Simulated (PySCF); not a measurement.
# C3H8BGaO: the cost of one run

Computed with PySCF 2.14.0, with density-fitted response routines of our own, on a single molecule in the gas phase. Atoms are numbered from 0 throughout.

## Step 1: The starting structure

14 atoms, charge 0, multiplicity 1; geometry from: GFN2-xTB.

Bonds of the start (Å): B0–C1 1.50, C1–C2 1.32, C1–Ga3 2.07, Ga3–O4 1.71, O4–C5 1.41, B0–H6 1.17, B0–H7 1.17, C2–H8 1.10, C2–H9 1.08, Ga3–H10 1.58, C5–H11 1.09, C5–H12 1.09, C5–H13 1.09.

## Step 2: TDDFT and polarisability: wB97X-D/def2-SVPD

Job settings and geometry (Å):

```
{"job": {"kind": "uv", "xc": "wB97X-D", "basis": "def2-SVPD", "nstates": 8, "ntriplets": 3}, "charge": 0, "multiplicity": 1}
B     -1.734823    -1.004514     0.730607
C     -1.698608     0.402212     0.200479
C     -2.393290     1.486654    -0.084930
Ga     0.280902     0.809914    -0.268475
O      1.715246    -0.113449    -0.213045
C      2.807903    -1.002044    -0.108901
H     -1.557839    -1.191209     1.875259
H     -1.829004    -1.903015    -0.017448
H     -1.912385     2.385776    -0.485259
H     -3.462334     1.549459     0.056563
H      0.487023     2.277981    -0.812093
H      3.484106    -0.660783     0.678570
H      3.349488    -1.027203    -1.057458
H      2.462936    -2.010251     0.130794
```

Level: TDDFT wB97X-D/def2-SVPD, vertical, gas phase, core orbitals frozen in the response.

The run is started by

```bash
OMP_NUM_THREADS=1 python probes_run.py task.json out
```

One launch serves the whole session: the jobs run in the order shown.

**Question.** How long does this job take on 1 thread of Arm Neoverse N1, shared host, and how much memory does it need?

About 75 s, with a peak of 0.91 GiB.
